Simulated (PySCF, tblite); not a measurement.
# C7H13NOSi: geometry, infrared bands and NMR shifts

Aim: predict the infrared bands and NMR shifts of C7H13NOSi (`C#C[C@](C)(CC(N)=O)[SiH2]C`).

Computed with tblite 0.8.0 and PySCF 2.14.0, with density-fitted response routines of our own, on a single molecule in the gas phase. Atoms count from 0, in the outputs and in this text.

## Step 1: Starting geometry

23 atoms, charge 0, multiplicity 1; geometry from: force field or distance geometry start.

Bonds of the start (Å): C0–C1 1.20, C1–C2 1.50, C2–C3 1.56, C2–C4 1.56, C4–C5 1.52, C5–N6 1.36, C5–O7 1.22, C2–Si8 1.97, Si8–C9 1.85, C0–H10 1.06, C3–H11 1.10, C3–H12 1.08, C3–H13 1.09, C4–H14 1.10, C4–H15 1.10, N6–H16 1.01, N6–H17 1.01, Si8–H18 1.48, Si8–H19 1.49, C9–H20 1.09, C9–H21 1.09, C9–H22 1.11.

## Step 2: Geometry optimisation with GFN2-xTB

What the job is given:

```
{"job": {"kind": "relax", "xc": "GFN2-xTB", "basis": "xTB"}, "charge": 0, "multiplicity": 1}
C      1.128300     2.960600    -0.505700
C      0.649900     1.862200    -0.584800
C      0.067400     0.482700    -0.661500
C     -0.654800     0.383700    -2.042100
C     -0.953900     0.350900     0.514000
C     -1.720100    -0.954900     0.610600
N     -2.600700    -0.990600     1.646800
O     -1.576900    -1.912900    -0.123100
Si     1.558200    -0.804000    -0.549900
C      2.233700    -0.853700     1.177000
H      1.531300     3.942300    -0.451100
H     -1.058900    -0.628700    -2.215700
H      0.023800     0.606200    -2.851900
H     -1.483200     1.085500    -2.103500
H     -0.446000     0.517000     1.470100
H     -1.707000     1.153300     0.442200
H     -3.140500    -1.837000     1.779300
H     -2.751100    -0.227500     2.285500
H      1.116500    -2.152700    -0.961800
H      2.623300    -0.376200    -1.494200
H      1.485000    -1.202800     1.889600
H      3.097500    -1.523300     1.230400
H      2.573300     0.146900     1.510000
```

The run is started by

```console
$ OMP_NUM_THREADS=1 python probes_run.py task.json out
```

One launch serves the whole session: the jobs run in the order shown.

The log of the run:

```text
step      E/eV     max force
  0    -823.36546    1.460
  1    -823.42303    1.853
  2    -823.42875    2.080
  3    -823.46255    0.528
  4    -823.47606    0.568
  5    -823.49192    0.622
  6    -823.50503    0.222
  7    -823.51190    0.221
  8    -823.51875    0.245
  9    -823.52265    0.155
 10    -823.52634    0.106
 11    -823.52939    0.134
 12    -823.53189    0.112
 13    -823.53395    0.111
 14    -823.53594    0.089
 15    -823.53770    0.096
 16    -823.53895    0.090
 17    -823.53982    0.074
 18    -823.54074    0.067
 19    -823.54198    0.108
 20    -823.54349    0.119
 21    -823.54508    0.087
 22    -823.54663    0.090
 23    -823.54821    0.086
 24    -823.55007    0.114
 25    -823.55230    0.126
 26    -823.55462    0.105
 27    -823.55693    0.101
 28    -823.55953    0.109
 29    -823.56246    0.171
 30    -823.56550    0.164
 31    -823.56862    0.125
 32    -823.57194    0.162
 33    -823.57569    0.174
 34    -823.57979    0.328
 35    -823.58210    0.421
 36    -823.57342    1.045
 37    -823.59020    0.288
 38    -823.59419    0.128
 39    -823.60600    0.292
 40    -823.61066    0.161
 41    -823.61530    0.173
 42    -823.61940    0.248
 43    -823.62593    0.175
 44    -823.62807    0.163
 45    -823.62985    0.097
 46    -823.63180    0.099
 47    -823.63432    0.104
 48    -823.63656    0.090
 49    -823.63839    0.117
 50    -823.64004    0.120
 51    -823.64159    0.071
 52    -823.64289    0.067
 53    -823.64397    0.097
 54    -823.64507    0.130
 55    -823.64631    0.147
 56    -823.64756    0.110
 57    -823.64862    0.077
 58    -823.64946    0.061
 59    -823.65015    0.058
 60    -823.65082    0.085
 61    -823.65150    0.075
 62    -823.65224    0.060
 63    -823.65301    0.067
 64    -823.65395    0.075
 65    -823.65492    0.073
 66    -823.65586    0.067
 67    -823.65672    0.072
 68    -823.65751    0.070
 69    -823.65820    0.053
 70    -823.65882    0.048
 71    -823.65936    0.064
 72    -823.65982    0.074
 73    -823.66015    0.054
 74    -823.66036    0.034
 75    -823.66054    0.035
 76    -823.66075    0.049
 77    -823.66099    0.049
 78    -823.66117    0.030
 79    -823.66128    0.025
 80    -823.66138    0.027
 81    -823.66152    0.040
 82    -823.66169    0.041
 83    -823.66183    0.022
 84    -823.66190    0.016
 85    -823.66196    0.020
 86    -823.66204    0.031
 87    -823.66215    0.034
 88    -823.66228    0.026
 89    -823.66238    0.020
 90    -823.66248    0.023
 91    -823.66261    0.028
 92    -823.66279    0.033
 93    -823.66300    0.032
 94    -823.66318    0.032
 95    -823.66332    0.033
 96    -823.66349    0.034
 97    -823.66371    0.034
 98    -823.66391    0.027
 99    -823.66402    0.018
100    -823.66408    0.016
101    -823.66413    0.015
102    -823.66418    0.019
103    -823.66424    0.017
104    -823.66430    0.018
105    -823.66436    0.031
106    -823.66439    0.095
107    -823.66446    0.028
108    -823.66451    0.024
109    -823.66454    0.029
110    -823.66457    0.020
111    -823.66462    0.014
112    -823.66467    0.014
113    -823.66471    0.015
114    -823.66473    0.014
115    -823.66475    0.012
116    -823.66478    0.011
117    -823.66481    0.014
118    -823.66483    0.009
```

Run time: 1.3 s. Hardware: 1 thread of Arm Neoverse V1, shared host; peak memory 0.18 GiB.

The steps of the relaxation: (not every step is listed)

| step | energy from step 0 (eV) | largest force (eV/Å) |
| --- | --- | --- |
| 0 | 0.0000 | 1.4602 |
| 1 | -0.0576 | 1.8534 |
| 2 | -0.0633 | 2.0804 |
| 3 | -0.0971 | 0.5285 |
| 4 | -0.1106 | 0.5682 |
| 5 | -0.1265 | 0.6215 |
| 6 | -0.1396 | 0.2224 |
| 7 | -0.1464 | 0.2207 |
| 8 | -0.1533 | 0.2453 |
| 18 | -0.1753 | 0.0666 |
| 28 | -0.1941 | 0.1087 |
| 38 | -0.2287 | 0.1277 |
| 48 | -0.2711 | 0.0896 |
| 58 | -0.2840 | 0.0614 |
| 68 | -0.2921 | 0.0698 |
| 78 | -0.2957 | 0.0302 |
| 88 | -0.2968 | 0.0265 |
| 98 | -0.2985 | 0.0272 |
| 108 | -0.2990 | 0.0244 |
| 113 | -0.2993 | 0.0153 |
| 114 | -0.2993 | 0.0140 |
| 115 | -0.2993 | 0.0118 |
| 116 | -0.2993 | 0.0111 |
| 117 | -0.2994 | 0.0140 |
| 118 | -0.2994 | 0.0095 |

Close pairs (by a distance rule), those that changed most:

| bond | before (Å) | after (Å) | change (Å) |
| --- | --- | --- | --- |
| C1–C2 | 1.499 | 1.447 | -0.053 |
| Si8–C9 | 1.855 | 1.896 | +0.041 |
| C2–Si8 | 1.972 | 1.938 | -0.034 |
| C2–C3 | 1.561 | 1.529 | -0.033 |
| C2–C4 | 1.563 | 1.533 | -0.030 |
| C9–H22 | 1.108 | 1.086 | -0.021 |
| Si8–H18 | 1.478 | 1.458 | -0.019 |
| C3–H11 | 1.104 | 1.088 | -0.016 |

The final coordinates are the input of the step that follows.

## Step 3: Infrared spectrum with GFN2-xTB

What the job is given:

```
{"job": {"kind": "ir", "xc": "GFN2-xTB", "basis": "xTB"}, "charge": 0, "multiplicity": 1}
C      1.198171     2.931760    -0.630933
C      0.683341     1.850276    -0.632006
C      0.034891     0.557000    -0.617967
C     -0.780674     0.397627    -1.900932
C     -0.898180     0.509524     0.597588
C     -1.372012    -0.899470     0.827129
N     -2.603689    -1.033821     1.359512
O     -0.681427    -1.864873     0.563407
Si     1.391463    -0.825447    -0.548220
C      2.132474    -0.984958     1.189549
H      1.664016     3.871545    -0.642145
H     -1.291033    -0.563120    -1.903007
H     -0.124268     0.438191    -2.766549
H     -1.523811     1.190950    -1.997659
H     -0.344737     0.817437     1.489640
H     -1.745089     1.190466     0.472632
H     -2.953862    -1.957012     1.558324
H     -3.178830    -0.241116     1.579840
H      1.026389    -2.065535    -1.223548
H      2.465668    -0.230182    -1.380699
H      1.466918    -1.493244     1.877310
H      3.051168    -1.558288     1.135911
H      2.378361    -0.010724     1.602902
```

The log of the run:

```text
mode    cm-1     km/mol
  1      47.3      5.93
  2      72.1      2.50
  3     101.3      1.11
  4     108.1     19.83
  5     123.7      2.12
  6     151.0      7.91
  7     166.5      0.03
  8     184.1     27.29
  9     241.8      0.90
 10     265.9      3.40
 11     303.9      4.50
 12     326.2    194.86
 13     350.0      0.60
 14     382.2      8.45
 15     399.7      3.04
 16     470.2      8.05
 17     509.8     18.91
 18     524.7     22.72
 19     565.0     29.28
 20     584.5      4.67
 21     594.5     89.17
 22     631.3     37.74
 23     665.1     13.59
 24     669.5      4.44
 25     720.7     82.30
 26     775.1    156.93
 27     828.8     98.87
 28     852.5    113.63
 29     884.5    191.50
 30     895.6     70.00
 31     902.0      6.81
 32     945.4     37.94
 33     981.6      8.74
 34    1039.8     12.37
 35    1084.1     10.81
 36    1149.3      6.79
 37    1162.4      1.48
 38    1211.8     18.98
 39    1263.0     43.83
 40    1335.7    145.66
 41    1369.1      9.41
 42    1412.2      1.15
 43    1445.1      5.25
 44    1458.5    162.04
 45    1488.4      0.36
 46    1500.9      0.51
 47    1501.5      0.94
 48    1508.4      3.05
 49    1728.8    506.31
 50    2110.9    408.61
 51    2278.6     36.59
 52    2307.0    265.04
 53    2941.4     44.47
 54    2958.2     15.22
 55    2984.7     58.23
 56    3027.6     31.12
 57    3030.5     35.03
 58    3043.3     26.82
 59    3059.7     35.55
 60    3064.7     23.70
 61    3392.9      0.93
 62    3463.9     16.20
 63    3543.1      8.18
```

Wall time 1.3 s (1 thread of Arm Neoverse V1, shared host); peak memory 0.18 GiB.

The strongest bands and the atoms that carry them (share of the mass-weighted mode):

| cm⁻¹ | km/mol | atoms |
| --- | --- | --- |
| 326 | 194.9 | H17 65 %, N6 19 %, H16 12 % |
| 775 | 156.9 | Si8 36 %, C9 34 %, H22 12 % |
| 884 | 191.5 | H18 35 %, H19 24 %, C4 11 % |
| 1336 | 145.7 | C5 41 %, C4 15 %, H15 15 %, H16 14 % |
| 1458 | 162.0 | H17 36 %, H16 28 %, N6 23 %, C5 11 % |
| 1729 | 506.3 | C5 64 %, O7 32 % |
| 2111 | 408.6 | H19 96 % |
| 2307 | 265.0 | H18 96 % |

## Step 4: Shielding tensors: PBE0/pcSseg-1

Settings changed since step 3:

```diff
@@ -1,2 +1,2 @@
-{"job": {"kind": "ir", "xc": "GFN2-xTB", "basis": "xTB"}, "charge": 0, "multiplicity": 1}
+{"job": {"kind": "nmr", "xc": "PBE0", "basis": "pcSseg-1"}, "charge": 0, "multiplicity": 1}
 C      1.198171     2.931760    -0.630933
```

With the program's defaults for keys left out, this is: GIAO PBE0/pcSseg-1 NMR shielding, non-relativistic, gas phase.

The log of the run:

```text
coarse grid: 19440 points
cycle   1  E = -693.0996315852  dE =  1.382e+00  |g| = 9.036e-01  |ddm| = 4.429e+00
cycle   2  E = -692.6912467033  dE =  4.084e-01  |g| = 1.701e+00  |ddm| = 2.456e+00
cycle   3  E = -693.2578105219  dE = -5.666e-01  |g| = 2.822e-01  |ddm| = 1.822e+00
cycle   4  E = -693.2742336549  dE = -1.642e-02  |g| = 6.530e-02  |ddm| = 2.755e-01
cycle   5  E = -693.2750378160  dE = -8.042e-04  |g| = 2.301e-02  |ddm| = 6.297e-02
cycle   6  E = -693.2751524032  dE = -1.146e-04  |g| = 5.310e-03  |ddm| = 2.385e-02
cycle   7  E = -693.2751577384  dE = -5.335e-06  |g| = 2.082e-03  |ddm| = 5.790e-03
final grid: 182424 points
cycle   8  E = -693.3432837571  dE = -4.069e-05  |g| = 1.350e-02  |ddm| = 5.331e-02
cycle   9  E = -693.3432123131  dE =  7.144e-05  |g| = 2.362e-02  |ddm| = 2.836e-02
cycle  10  E = -693.3433196692  dE = -1.074e-04  |g| = 3.208e-03  |ddm| = 1.922e-02
cycle  11  E = -693.3433218843  dE = -2.215e-06  |g| = 2.640e-04  |ddm| = 2.994e-03
cycle  12  E = -693.3433218939  dE = -9.635e-09  |g| = 1.800e-04  |ddm| = 4.998e-04
cycle  13  E = -693.3433219002  dE = -6.241e-09  |g| = 8.549e-05  |ddm| = 1.979e-04
cycle  14  E = -693.3433219019  dE = -1.724e-09  |g| = 1.737e-05  |ddm| = 7.797e-05
cycle  15  E = -693.3433219020  dE = -6.980e-11  |g| = 4.111e-06  |ddm| = 2.004e-05
converged SCF energy = -693.3433219020

GIAO shielding tensors (ppm)
atom      isotropic    diamagn.    paramagn.     s11        s22        s33       span
  0 C      111.692     260.217    -148.525     44.883     47.512    242.681    197.798
  1 C       90.257     260.770    -170.513    -14.771    -13.430    298.972    313.744
  2 C      166.932     244.134     -77.202    157.092    161.665    182.039     24.946
  3 C      160.979     245.371     -84.392    143.718    153.126    186.093     42.375
  4 C      139.095     252.240    -113.144    116.702    132.337    168.247     51.545
  5 C       10.198     249.668    -239.470    -74.252      6.864     97.982    172.234
  6 N      149.083     321.939    -172.856     52.431    150.681    244.136    191.705
  7 O      -67.861     406.571    -474.432   -330.549   -191.158    318.122    648.671
  8 Si     379.712     878.922    -499.210    330.110    364.859    444.166    114.056
  9 C      192.594     252.998     -60.403    186.212    195.372    196.198      9.985
 10 H       30.143      35.333      -5.191     24.738     25.070     40.619     15.881
 11 H       30.600      30.498       0.102     26.076     29.487     36.237     10.161
 12 H       30.160      29.253       0.906     25.792     27.994     36.693     10.901
 13 H       30.657      29.653       1.003     27.000     27.957     37.014     10.014
 14 H       28.915      32.501      -3.585     26.281     27.864     32.602      6.321
 15 H       29.732      33.792      -4.060     25.799     29.782     33.616      7.817
 16 H       26.926      29.411      -2.485     22.285     22.583     35.910     13.625
 17 H       26.768      31.724      -4.955     21.877     25.499     32.929     11.052
 18 H       26.969      29.900      -2.931     23.876     25.257     31.775      7.899
 19 H       27.400      29.797      -2.397     23.993     26.366     31.841      7.849
 20 H       31.524      31.811      -0.287     26.075     31.108     37.388     11.313
 21 H       31.506      28.256       3.250     26.889     27.583     40.045     13.156
 22 H       31.362      31.431      -0.068     26.529     30.302     37.256     10.727
```

Run time: 88 s. Hardware: 1 thread of Arm Neoverse V1, shared host; peak memory 1.2 GiB.

The references, computed at this level on geometries of the same kind, shield at (ppm): 1H TMS 31.72, 13C TMS 186.9, 29Si TMS 349.2, 15N NH3 267.7, 17O H2O 336.1. Their shielding less the atom's gives the shift. The references are single molecules in the gas phase, so shifts against H2O, NH3, PH3, H3PO4 or CFCl3 are not on the usual liquid scales and can be off by tens of ppm. Atoms listed in one row are averaged.

| atoms | environment | σ (ppm) | δ (ppm) | δ scaled to CDCl3 |
| --- | --- | --- | --- | --- |
| C5 | amide carbonyl carbon | 10.2 | 176.7 | 170.6 |
| C1 | alkyne carbon | 90.3 | 96.7 | 92.4 |
| C0 | terminal alkyne carbon | 111.7 | 75.2 | 71.5 |
| C4 | sp3 CH2 α to a carbonyl | 139.1 | 47.8 | 44.8 |
| C3 | methyl carbon | 161.0 | 25.9 | 23.4 |
| C2 | propargylic fully substituted sp3 carbon bonded to Si | 166.9 | 20.0 | 17.6 |
| C9 | methyl carbon bonded to Si | 192.6 | -5.7 | -7.4 |
| H17 | hydrogen on an amide-type nitrogen | 26.77 | 4.95 | – |
| H16 | hydrogen on an amide-type nitrogen | 26.93 | 4.79 | – |
| H18 | hydrogen on a silicon bonded to 2 C | 26.97 | 4.75 | – |
| H19 | hydrogen on a silicon bonded to 2 C | 27.40 | 4.32 | – |
| H14 | hydrogen on an sp3 CH2 α to a carbonyl | 28.92 | 2.80 | 2.75 |
| H15 | hydrogen on an sp3 CH2 α to a carbonyl | 29.73 | 1.98 | 1.98 |
| H10 | hydrogen on a terminal alkyne carbon | 30.14 | 1.57 | 1.59 |
| H11, H12, H13 | hydrogen on a methyl carbon | 30.47 | 1.24 | 1.28 |
| H20, H21, H22 | hydrogen on a methyl carbon bonded to Si | 31.46 | 0.25 | 0.34 |
| N6 | amide-type nitrogen | 149.1 | 118.6 | – |
| O7 | amide-type carbonyl oxygen | -67.9 | 403.9 | – |
| Si8 | silicon bonded to 2 C, 2 H | 379.7 | -30.6 | – |

The scaled column applies a straight-line fit of computed shieldings to shifts measured in CDCl3 (root-mean-square error 0.16 ppm for H, 1.9 ppm for C).

Charges from the same density, by scheme (e):

| atoms | Mulliken | IAO | Hirshfeld | ESP fit |
| --- | --- | --- | --- | --- |
| C0 | -0.47 | -0.27 | -0.13 | -0.48 |
| C1 | 0.50 | -0.02 | -0.03 | -0.04 |
| C2 | -0.82 | -0.22 | -0.05 | 0.33 |
| C3 | -0.14 | -0.41 | -0.12 | -0.55 |
| C4 | -0.13 | -0.30 | -0.07 | -0.55 |
| C5 | 0.44 | 0.44 | 0.19 | 0.83 |
| N6 | -0.39 | -0.49 | -0.16 | -0.96 |
| O7 | -0.46 | -0.49 | -0.22 | -0.55 |
| Si8 | 0.75 | 0.78 | 0.31 | 0.64 |
| C9 | -0.63 | -0.71 | -0.22 | -0.56 |

Mayer bond orders: C0–C1 2.47, C1–C2 0.91, C2–C3 1.04, C2–C4 0.99, C4–C5 0.97, C5–N6 1.24, C5–O7 1.79, C2–Si8 0.76, Si8–C9 0.96.

## Step 5: Summary of results

| quantity | value |
| --- | --- |
| strongest single infrared mode (GFN2-xTB) | 1729 cm⁻¹, 506 km/mol |
| zero-point energy (GFN2-xTB) | 113.1 kcal/mol |
| 13C shifts against TMS (PBE0/pcSseg-1) | 176.7, 96.7, 75.2, 47.8, 25.9, 20.0, -5.7 ppm |
| 1H shifts against TMS (PBE0/pcSseg-1, means over atoms taken as alike) | 4.95, 4.79, 4.75, 4.32, 2.80, 1.98, 1.57, 1.24, 0.25 ppm |
| 15N shifts against NH3 (PBE0/pcSseg-1) | 118.6 ppm |
| 17O shifts against H2O (PBE0/pcSseg-1) | 403.9 ppm |
| 29Si shifts against TMS (PBE0/pcSseg-1) | -30.6 ppm |

In words: Over 118 steps the energy fell by 0.299 eV; of the close pairs, C1–C2 changed most, 1.499 to 1.447 Å. No mode is imaginary among the 63: a minimum at this level. The strongest single mode, at 1729 cm⁻¹, moves mainly C5 and O7. Unscaled tight-binding wavenumbers are off by several per cent, some by more. Its intensities can rank the bands wrongly. At PBE0/pcSseg-1: The widest tensor belongs to O7: span 649 ppm, with a paramagnetic part of -474 ppm.
